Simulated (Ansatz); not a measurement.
I need a rigid scan of one bond length of CH4BrFGe, SMILES [CH3][GeH]([F])[Br]. Use the Python package of Ansatz (0.2.0). Use (for the species named): PBE0, def2-SVP basis, multiplicity 1.

```json
{"atom": "C", "x (Å)": "-0.2165", "y (Å)": "0.9719", "z (Å)": "0.1931"}
{"atom": "Ge", "x (Å)": "0.3341", "y (Å)": "-0.7956", "z (Å)": "-0.1973"}
{"atom": "F", "x (Å)": "1.3937", "y (Å)": "-1.3222", "z (Å)": "1.0609"}
{"atom": "Br", "x (Å)": "-1.4276", "y (Å)": "-2.2050", "z (Å)": "-0.2926"}
{"atom": "H", "x (Å)": "-0.9511", "y (Å)": "1.3446", "z (Å)": "-0.6394"}
{"atom": "H", "x (Å)": "-0.7966", "y (Å)": "1.0491", "z (Å)": "1.1535"}
{"atom": "H", "x (Å)": "0.6377", "y (Å)": "1.6983", "z (Å)": "0.2297"}
{"atom": "H", "x (Å)": "1.1183", "y (Å)": "-0.7981", "z (Å)": "-1.5637"}
```

`ch4brfge_scan.py`:
```python
"""Stretching a bond of CH4BrFGe, the rest held rigid."""

import ansatz
from ase import Atoms
import numpy as np

SETTINGS = {
    "basis": "def2-SVP",
    "xc": "pbe0",
}


def main() -> None:
    atoms = Atoms(["C", "Ge", "F", "Br", "H", "H", "H", "H"], positions=[
        [-0.2165, 0.9719, 0.1931],
        [0.3341, -0.7956, -0.1973],
        [1.3937, -1.3222, 1.0609],
        [-1.4276, -2.205, -0.2926],
        [-0.9511, 1.3446, -0.6394],
        [-0.7966, 1.0491, 1.1535],
        [0.6377, 1.6983, 0.2297],
        [1.1183, -0.7981, -1.5637],
    ])
    ch4brfge = ansatz.Crystal.molecule_from_ase(atoms)

    symbols = [site.symbol for site in ch4brfge.cartesian_sites]
    start = np.array([site.position_ang for site in ch4brfge.cartesian_sites])
    axis = (start[7] - start[1]) / np.linalg.norm(start[7] - start[1])
    moving = [7]
    lengths, energies = [1.386, 1.449, 1.512, 1.575, 1.638, 1.701, 1.764, 1.859], []
    for length in lengths:
        xyz = start.copy()
        xyz[moving] += (length - np.linalg.norm(start[7] - start[1])) * axis
        point = ansatz.Crystal.molecule()
        for symbol, place in zip(symbols, xyz):
            point = point.atom(symbol, place.tolist())
        job = (
            point.calculation()
            .basis(gaussian=SETTINGS["basis"])
            .functional(SETTINGS["xc"])
        )
        report = job.run().report
        energies.append(report["free_energy_ev"])
        print(f"r = {length:6.3f} A  E = {energies[-1]:.5f} eV  <S^2> = {abs(report['mean_field']['state']['spin_squared']):.3f}")

    # quartic fit about the minimum
    fit = np.polynomial.Polynomial.fit(lengths, np.array(energies) - min(energies), 4).convert()
    roots = [r.real for r in fit.deriv().roots() if abs(r.imag) < 1e-9 and fit.deriv(2)(r.real) > 0]
    r_e = min(roots, key=lambda r: abs(r - lengths[int(np.argmin(energies))]))
    print(f"minimum of the fit at {r_e:.4f} A, force constant {fit.deriv(2)(r_e):.2f} eV/A^2")


if __name__ == "__main__":
    main()
```

```console
$ python ch4brfge_scan.py
r =  1.386 A  E = -130348.06217 eV  <S^2> = 0.000
r =  1.449 A  E = -130348.23328 eV  <S^2> = 0.000
r =  1.512 A  E = -130348.30378 eV  <S^2> = 0.000
r =  1.575 A  E = -130348.29728 eV  <S^2> = 0.000
r =  1.638 A  E = -130348.23230 eV  <S^2> = 0.000
r =  1.701 A  E = -130348.12339 eV  <S^2> = 0.000
r =  1.764 A  E = -130347.98197 eV  <S^2> = 0.000
r =  1.859 A  E = -130347.72652 eV  <S^2> = 0.000
minimum of the fit at 1.5368 A, force constant 17.50 eV/A^2
```

Notes:
- These settings explore the input space; basis and method may be short of convergence.
- The rest of the molecule is held rigid at a force-field or estimated start geometry, and the basis set is modest; single-reference methods fail as a bond breaks.
- The orbitals are restricted, so S² is zero by construction.
- Timing: 41 s on 1 thread of Arm Neoverse V1, on a shared host, peak memory 0.34 GiB.
